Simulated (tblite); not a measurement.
# C4H11NSi: the cost of one run

Programs: tblite 0.8.0 and PySCF 2.14.0, with density-fitted response routines of our own. Each step states its level of theory. These are calculated values for one molecule in the gas phase, unless marked as measured. Atoms are numbered from 0 throughout.

## 1. Starting geometry

17 atoms, charge 0, multiplicity 1; geometry from: force field or distance geometry start.

Bonds of the start (Å): C0–N1 1.45, N1–C2 1.46, N1–Si3 1.78, Si3–C4 1.85, C4–C5 1.52, C5–Si3 1.83, C0–H6 1.12, C0–H7 1.09, C0–H8 1.10, C2–H9 1.13, C2–H10 1.10, C2–H11 1.10, Si3–H12 1.48, C4–H13 1.11, C4–H14 1.13, C5–H15 1.08, C5–H16 1.12.

## 2. Relaxing the molecule with GFN2-xTB

The job: settings as JSON, then the geometry in Å.

```
{"job": {"kind": "relax", "xc": "GFN2-xTB", "basis": "xTB"}, "charge": 0, "multiplicity": 1}
C     -1.546400    -1.195300    -0.302300
N     -0.873200     0.083100    -0.467300
C     -1.748200     1.053900     0.175800
Si     0.644800     0.140600     0.457700
C      2.192400     0.784300    -0.321600
C      2.160300    -0.722700    -0.110500
H     -2.429500    -1.066100     0.377300
H     -0.919700    -1.978500     0.129300
H     -1.898700    -1.506800    -1.296900
H     -2.744200     0.927600    -0.342100
H     -1.436100     2.089600    -0.028000
H     -1.937100     0.830600     1.233800
H      0.470900     0.553800     1.869900
H      2.956300     1.285000     0.307000
H      2.069400     1.146700    -1.382400
H      2.200700    -1.318000    -1.016600
H      2.831200    -1.095700     0.706900
```

Command:

```sh
> OMP_NUM_THREADS=1 python probes_run.py task.json out
```

This one command runs all jobs of the session in turn.

**Question.** How long does this first job take on 1 thread of Arm Neoverse N1, shared host?

About 1 s.
